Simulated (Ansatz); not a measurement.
# LiSnH3: the cost of one run

Method: DFT PBE, scalar-relativistic, plane waves, PAW, in Ansatz 0.2.0.

### 1 The structure to begin with

It takes space group P6_3/mmc (No. 194, hexagonal). The conventional cell has a = 6.264 Å, b = 6.264 Å, c = 5.262 Å, α = 90.00°, β = 90.00°, γ = 120.00°. Li (site symmetry -3m) is surrounded by 6 H at 2.24 Å. Sn (site symmetry -6m2) is surrounded by 12 H at 3.13 to 3.19 Å. H (site symmetry mm2) has 2 Li at 2.24 Å and 4 Sn at 3.13 to 3.19 Å as nearest neighbours.

Structure file:

```xyz
10
Lattice="6.2638 0.0000 0.0000 -3.1319 5.4246 0.0000 0.0000 0.0000 5.2616" Properties=species:S:1:pos:R:3 pbc="T T T"
Li    0.0000    0.0000    0.0000
Li    0.0000    0.0000    2.6308
Sn    0.0000    3.6164    3.9462
Sn    3.1319    1.8082    1.3154
H     3.1319    3.6164    3.9462
H     1.5660    0.9041    3.9462
H     4.6979    0.9041    3.9462
H     0.0000    1.8082    1.3154
H     1.5660    4.5205    1.3154
H    -1.5660    4.5205    1.3154
```

A structure generator made this guess: perovskite family, AX3 layers stacked AB|A (P6_3/mmc, No. 194). Lengths come from tabulated atomic sizes and are only a guess.

### 2 A first look at the guess

input.yaml

```yaml
crystal:
  lattice:
    - [6.26383176, 0.0, 0.0]
    - [-3.13191588, 5.42463743, 0.0]
    - [0.0, 0.0, 5.26161868]
  atoms:
    - { symbol: Li, position: [0.0, 0.0, 0.0] }
    - { symbol: Li, position: [0.0, 0.0, 0.5] }
    - { symbol: Sn, position: [0.33333333, 0.66666667, 0.75] }
    - { symbol: Sn, position: [0.66666667, 0.33333333, 0.25] }
    - { symbol: H, position: [0.83333333, 0.66666667, 0.75] }
    - { symbol: H, position: [0.33333333, 0.16666667, 0.75] }
    - { symbol: H, position: [0.83333333, 0.16666667, 0.75] }
    - { symbol: H, position: [0.16666667, 0.33333333, 0.25] }
    - { symbol: H, position: [0.66666667, 0.83333333, 0.25] }
    - { symbol: H, position: [0.16666667, 0.83333333, 0.25] }
basis:
  ecutwfc: 420
kpoints:
  mp_grid: { grid: [3, 3, 4] }
hamiltonian:
  xc: pbe
scf:
  occupations: { method: gaussian, width: 0.1 }
  lower_state_search: "off"
output:
  forces: true
  stress: true
  eigenvalues: true
```

The run is started by

```console
ansatz run input.yaml --threads 1 --pin off --max-ram 2048MiB --backend cpu --events-out ev --progress --plain --runs-dir out
```

What time and memory should one allow on 1 thread of Intel Xeon 6975P-C (Granite Rapids), shared host?

About 1.8 s, with a peak of 0.42 GiB.
